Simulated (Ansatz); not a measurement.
# AlN: from bands to localised orbitals

Where do the localised orbitals of AlN sit, how far are they spread, and how do the settings change that? The runs, in order: PBE, anion s p, 6×6×4; PBE, anion s p, 6×6×2; PBE, anion s p, 12×12×6; PBE, anion p, 6×6×4; PBE, all s p, disentangled, 6×6×4; PBE, cation s and anion p, disentangled, 6×6×4; r2SCAN, anion s p, 6×6×4; r2SCAN, anion p, 6×6×4; r2SCAN, all s p, disentangled, 6×6×4; HSE06, anion s p, 6×6×4; HSE06, anion p, 6×6×4 (level, trial orbitals, Wannier mesh).

The COD entry's cell or inner coordinates are ideal or old and differ from later refinements, so a difference from it is no clean test against experiment.

Program: Ansatz 0.2.0. Level of theory: plane waves, PAW. These are calculated values, not measurements.

## (1) Starting point

Symmetry: P6_3mc, No. 186, hexagonal system. Conventional cell: a = 3.107 Å, b = 3.107 Å, c = 4.979 Å, α = 90.00°, β = 90.00°, γ = 120.00°. Al (site symmetry 3m) has 4 N at 1.89 to 1.90 Å as nearest neighbours. N (site symmetry 3m) is surrounded by 4 Al at 1.89 to 1.90 Å.

Coordinates:

```xyz
4
Lattice="3.1067 0.0000 0.0000 -1.5533 2.6905 0.0000 0.0000 0.0000 4.9786" Properties=species:S:1:pos:R:3 pbc="T T T"
Al    0.0000    1.7937   -0.0040
Al    1.5533    0.8968    2.4853
N     0.0000    1.7937    1.8958
N     1.5533    0.8968    4.3851
```

Cell and atoms come from an earlier r2SCAN relaxation.

## (2) PBE, anion s p, 6×6×4

Contents of input.yaml:

```yaml
crystal:
  lattice:
    - [3.1066945025, 0.0, 0.0]
    - [-1.5533472512, 2.6904763609, 0.0]
    - [0.0, 0.0, 4.9785885509]
  atoms:
    - { symbol: Al, position: [0.3333333333, 0.6666666667, -0.0007956041] }
    - { symbol: Al, position: [0.6666666667, 0.3333333333, 0.4992043959] }
    - { symbol: "N", position: [0.3333333333, 0.6666666667, 0.3807956041] }
    - { symbol: "N", position: [0.6666666667, 0.3333333333, 0.8807956041] }
kpoints:
  mp_grid: { grid: [9, 9, 4] }
  band_path:
    path:
      - [[0.0, 0.0, 0.0], [0.5, -4.108917129715e-17, -8.570686340877e-36], [0.3333333333333, 0.3333333333333, -1.714137268175e-35], [0.0, 0.0, 0.0], [0.0, 9.476827381858e-53, 0.5], [0.5, -4.108917129715e-17, 0.5], [0.3333333333333, 0.3333333333333, 0.5], [0.0, 9.476827381858e-53, 0.5]]
      - [[0.5, -4.108917129715e-17, 0.5], [0.5, -4.108917129715e-17, -8.570686340877e-36]]
      - [[0.3333333333333, 0.3333333333333, 0.5], [0.3333333333333, 0.3333333333333, -1.714137268175e-35]]
    npoints: 10
hamiltonian:
  xc: pbe
scf:
  occupations: { method: fixed }
  n_extra_bands: 6
output:
  forces: false
  stress: false
  eigenvalues: true
  wannier:
    kmesh: [6, 6, 4]
    projections: [{ species: "N", l: s }, { species: "N", l: p }]
    minimise: true
    write_hr: true
    conv_tol: 1.0e-08
    max_iter: 3000
```

Command:

```sh
$ ansatz run input.yaml --threads 4 --pin off --max-ram 3686MiB --backend cpu --events-out ev --progress --plain --runs-dir out
```

The runs that follow: PBE, anion s p, 6×6×2; PBE, anion s p, 12×12×6; PBE, anion p, 6×6×4; PBE, all s p, disentangled, 6×6×4; PBE, cation s and anion p, disentangled, 6×6×4; r2SCAN, anion s p, 6×6×4; r2SCAN, anion p, 6×6×4; r2SCAN, all s p, disentangled, 6×6×4; HSE06, anion s p, 6×6×4; HSE06, anion p, 6×6×4.

Before running them: what should the planned runs give, taken together? Wanted: total spread, PBE, anion s p, 6×6×4; total spread, PBE, anion s p, 6×6×2; total spread, PBE, anion s p, 12×12×6; total spread, PBE, anion p, 6×6×4; total spread, PBE, all s p, disentangled, 6×6×4; total spread, PBE, cation s and anion p, disentangled, 6×6×4; total spread, r2SCAN, anion s p, 6×6×4; total spread, r2SCAN, anion p, 6×6×4; total spread, r2SCAN, all s p, disentangled, 6×6×4.

As calculated:

| quantity | value |
| --- | --- |
| total spread, PBE, anion s p, 6×6×4 | 7.40 Å² over 8 functions |
| total spread, PBE, anion s p, 6×6×2 | 7.17 Å² over 8 functions |
| total spread, PBE, anion s p, 12×12×6 | 7.64 Å² over 8 functions |
| total spread, PBE, anion p, 6×6×4 | 7.69 Å² over 6 functions |
| total spread, PBE, all s p, disentangled, 6×6×4 | 15.44 Å² over 16 functions |
| total spread, PBE, cation s and anion p, disentangled, 6×6×4 | 12.85 Å² over 8 functions |
| total spread, r2SCAN, anion s p, 6×6×4 | 7.20 Å² over 8 functions |
| total spread, r2SCAN, anion p, 6×6×4 | 7.44 Å² over 6 functions |
| total spread, r2SCAN, all s p, disentangled, 6×6×4 | 16.38 Å² over 16 functions |
| total spread, HSE06, anion s p, 6×6×4 | 7.17 Å² over 8 functions |
| total spread, HSE06, anion p, 6×6×4 | 7.45 Å² over 6 functions |
| centres of the first set | 0.45 Å from the nearest atom |

In words: With PBE, anion s p, 6×6×4 the 8 functions move off the atoms, with a mean spread of 0.92 Å²; 83 % of the total is gauge invariant. The total spread goes from 7.17 Å² on 6×6×2 to 7.64 Å² on 12×12×6: finite differences in k understate it on coarse meshes. On one set and mesh the functional gives 7.40 (PBE), 7.20 (r2SCAN), 7.17 (HSE06) Å².
